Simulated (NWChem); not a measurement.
**One shape, several levels: CH6NPSi (SMILES P[SiH]1CN1)**

We compute a comparison of 3 runs (HF/STO-3G, HF/3-21G, B3LYP/6-31G*) of CH6NPSi. 

The results are computed with NWChem 7.3.0.

## 1. The structure to begin with

CH6NPSi: 10 atoms, total charge 0, spin state singlet. As SMILES, `P[SiH]1CN1`. The coordinates come from a PBE0-D4/def2-TZVP relaxation. This is one conformer, not always the lowest.

Bond lengths: P1–Si2 2.235 Å, Si2–C3 1.830 Å, Si2–N4 1.724 Å, C3–N4 1.496 Å, P1–H5 1.419 Å, P1–H6 1.422 Å, Si2–H7 1.484 Å, C3–H8 1.090 Å, C3–H9 1.087 Å, N4–H10 1.009 Å. Some angles: P1–Si2–C3 125.1°, P1–Si2–N4 120.4°, C3–Si2–N4 49.7°, Si2–C3–N4 61.5°, Si2–N4–C3 68.8°, P1–Si2–H7 111.9°, C3–Si2–H7 117.0°, N4–Si2–H7 119.6°, Si2–P1–H5 92.1°, Si2–P1–H6 93.1°.

## 2. Energy and gradient at HF/STO-3G (run 1)

Input file ch6npsi.nw:

```
start ch6npsi
title "CH6NPSi"
memory 2200 mb
geometry units angstroms noautosym nocenter noautoz
P       -2.126500       0.935800      -0.067900
Si       0.034500       0.548300       0.353000
C        0.777000      -1.104600       0.610200
N        0.967700      -0.433700      -0.713500
H       -2.191600      -0.136100      -0.996200
H       -1.838400       1.906500      -1.066200
H        0.677500       1.690600       1.049000
H        1.645800      -1.171600       1.264400
H        0.215300      -2.034000       0.558400
H        1.921900      -0.252400      -0.988100
end
basis spherical bse
* library STO-3G
end
scf
thresh 1e-08
maxiter 80
noprint "final vectors analysis"
end
task scf gradient
```

On the command line:

```bash
nwchem ch6npsi.nw > ch6npsi.out
```

What it wrote:

```text
[...]
  functions       =    34
[...]
  wavefunction    = RHF
[...]
         Total SCF energy =   -717.105686231479
      One-electron energy =  -1414.101509875271
      Two-electron energy =    486.996924615746
 Nuclear repulsion energy =    209.998899028046
        Time for solution =      3.3s
[...]
                         RHF ENERGY GRADIENTS
    atom               coordinates                        gradient
                 x          y          z           x          y          z
   1 P      -4.018502   1.768406  -0.128312   -0.025649   0.008411   0.032063
   2 Si      0.065196   1.036137   0.667073    0.002602  -0.018919  -0.023022
   3 C       1.468317  -2.087391   1.153111    0.003149  -0.019276  -0.001174
   4 N       1.828688  -0.819574  -1.348319    0.022487   0.010894   0.007206
   5 H      -4.141523  -0.257192  -1.882545    0.003231  -0.019028  -0.014202
   6 H      -3.474072   3.602763  -2.014826    0.006643   0.016679  -0.016043
   7 H       1.280289   3.194771   1.982323    0.009146   0.025483   0.014058
   8 H       3.110111  -2.214003   2.389370    0.002815   0.003425   0.003873
   9 H       0.406858  -3.843703   1.055223   -0.002370  -0.001606  -0.002086
  10 H       3.631864  -0.476967  -1.867238   -0.022054  -0.006062  -0.000674
[...]
```

Run time: 5.1 s. Hardware: 1 thread of Intel Xeon 6975P-C (Granite Rapids), shared host; peak memory 0.099 GiB.

## 3. Energy and forces at HF/3-21G (run 2)

Input file m1.nw:

```
start m1
title "CH6NPSi hf"
memory 2200 mb

geometry units angstrom noautosym nocenter noautoz
   P     -2.126500     0.935800    -0.067900
   Si     0.034500     0.548300     0.353000
   C      0.777000    -1.104600     0.610200
   N      0.967700    -0.433700    -0.713500
   H     -2.191600    -0.136100    -0.996200
   H     -1.838400     1.906500    -1.066200
   H      0.677500     1.690600     1.049000
   H      1.645800    -1.171600     1.264400
   H      0.215300    -2.034000     0.558400
   H      1.921900    -0.252400    -0.988100
end

basis "ao basis" spherical bse
   * library 3-21G
end

scf
   thresh 1e-08
   maxiter 80
   print medium
end

task scf gradient
```

On the command line:

```bash
nwchem m1.nw > m1.out
```

What it wrote:

```text
[...]
  functions       =    56
[...]
  wavefunction    = RHF
[...]
         Total SCF energy =   -721.605727570792
      One-electron energy =  -1414.762285026115
      Two-electron energy =    483.157658427277
 Nuclear repulsion energy =    209.998899028046
        Time for solution =      2.6s
[...]
                         RHF ENERGY GRADIENTS
    atom               coordinates                        gradient
                 x          y          z           x          y          z
   1 P      -4.018502   1.768406  -0.128312    0.009288  -0.000448   0.008670
   2 Si      0.065196   1.036137   0.667073    0.006163  -0.030712  -0.022432
   3 C       1.468317  -2.087391   1.153111   -0.003462   0.036915  -0.022652
   4 N       1.828688  -0.819574  -1.348319   -0.028908  -0.000068   0.024441
   5 H      -4.141523  -0.257192  -1.882545    0.006003   0.000470   0.000028
   6 H      -3.474072   3.602763  -2.014826    0.005388  -0.003061   0.000554
   7 H       1.280289   3.194771   1.982323   -0.000144   0.001119   0.000566
   8 H       3.110111  -2.214003   2.389370    0.005313  -0.000363   0.005250
   9 H       0.406858  -3.843703   1.055223   -0.004683  -0.008089  -0.001057
  10 H       3.631864  -0.476967  -1.867238    0.005042   0.004238   0.006632
[...]
```

Wall time 4.5 s (1 thread of Intel Xeon 6975P-C (Granite Rapids), shared host); peak memory 0.096 GiB.

## 4. Energy and forces at B3LYP/6-31G(d) (Cartesian functions) (run 3)

Input file geom.nw:

```
start geom
title "CH6NPSi"
memory total 2200 mb

geometry units au noautosym nocenter noautoz
  P   -4.01850260   1.76840571  -0.12831240
  Si   0.06519555   1.03613683   0.66707332
  C    1.46831720  -2.08739148   1.15311088
  N    1.82868797  -0.81957422  -1.34831959
  H   -4.14152377  -0.25719173  -1.88254517
  H   -3.47407251   3.60276286  -2.01482599
  H    1.28028945   3.19477099   1.98232270
  H    3.11011126  -2.21400313   2.38936971
  H    0.40685803  -3.84370294   1.05522307
  H    3.63186464  -0.47696687  -1.86723838
end

basis
  * library 6-31G*
end

dft
  xc b3lyp
  grid xfine
  convergence energy 1e-08
  iterations 100
  mulliken
end

task dft gradient
```

On the command line:

```bash
nwchem geom.nw > geom.out
```

What it wrote:

```text
[...]
          Wavefunction type:  closed shell.
          No. of atoms     :    10
          No. of electrons :    48
[...]
          Charge           :     0
          Spin multiplicity:     1
[...]
          AO basis - number of functions:    80
[...]
              XC Information
              --------------
                         B3LYP Method XC Potential
                     Hartree-Fock (Exact) Exchange  0.200
                        Slater Exchange Functional  0.800 local
                    Becke 1988 Exchange Functional  0.720 non-local
              Lee-Yang-Parr Correlation Functional  0.810
                  VWN I RPA Correlation Functional  0.190 local
[...]
 d= 0,ls=0.0,diis     1   -727.2126637658 -9.37D+02  1.61D-02  5.79D-01     4.3
[...]
 d= 0,ls=0.0,diis    10   -727.2721971390 -1.62D-09  4.20D-07  8.93D-10    42.0
         Total DFT energy =     -727.272197139005
      One electron energy =    -1420.474359065696
           Coulomb energy =      541.999303614008
    Exchange-Corr. energy =      -58.796025660011
 Nuclear repulsion energy =      209.998883972695
[...]
      Total Density - Mulliken Population Analysis
     ---------------------------------------------
    Atom       Charge   Shell Charges
 -----------   ------   -------------------------------------------------------
    1 P   15    15.13   2.00  1.99  5.97  1.27  2.44  0.55  0.85  0.06
    2 Si  14    13.57   2.00  1.99  5.96  1.02  1.85  0.22  0.35  0.19
    3 C    6     6.30   1.99  0.68  2.07  0.60  0.92  0.03
    4 N    7     7.63   1.99  0.79  2.46  0.90  1.47  0.02
    5 H    1     0.96   0.50  0.45
    6 H    1     0.97   0.50  0.47
    7 H    1     1.06   0.51  0.55
    8 H    1     0.84   0.53  0.32
    9 H    1     0.83   0.53  0.31
   10 H    1     0.68   0.51  0.17
[...]
  wavefunction    = closed shell
[...]
```

Wall time 57 s (1 thread of Intel Xeon 6975P-C (Granite Rapids), shared host); peak memory 0.15 GiB.

## 5. All runs side by side

```csv
run,level,Cartesian functions,iteration cap,energy (Eh),dipole moment (D),largest force (eV/Å),wall time
1,HF/STO-3G,no,80,-717.105686,1.57,2.155,5.1 s
2,HF/3-21G,no,80,-721.605728,1.92,2.234,4.5 s
3,B3LYP/6-31G* (Cartesian functions),yes,100,-727.272197,1.33,0.657,57 s
```

## 6. Summary of results

| quantity | value |
| --- | --- |
| run 3: total energy | -727.27220 Eh |
| run 3: dipole moment | 1.33 D |
| run 3: HOMO energy | -6.26 eV |
| run 3: LUMO energy | 0.16 eV |
| run 3: HOMO–LUMO gap | 6.41 eV |
| run 3: largest force on an atom | 0.657 eV/Å |

In words: The dipole moment (its size) runs from 1.33 D (B3LYP/6-31G*) to 1.92 D (HF/3-21G). The two ends differ in method and basis. In run 1 the basis is minimal, so the values are rough. All runs together took 67 s, the longest 57 s.
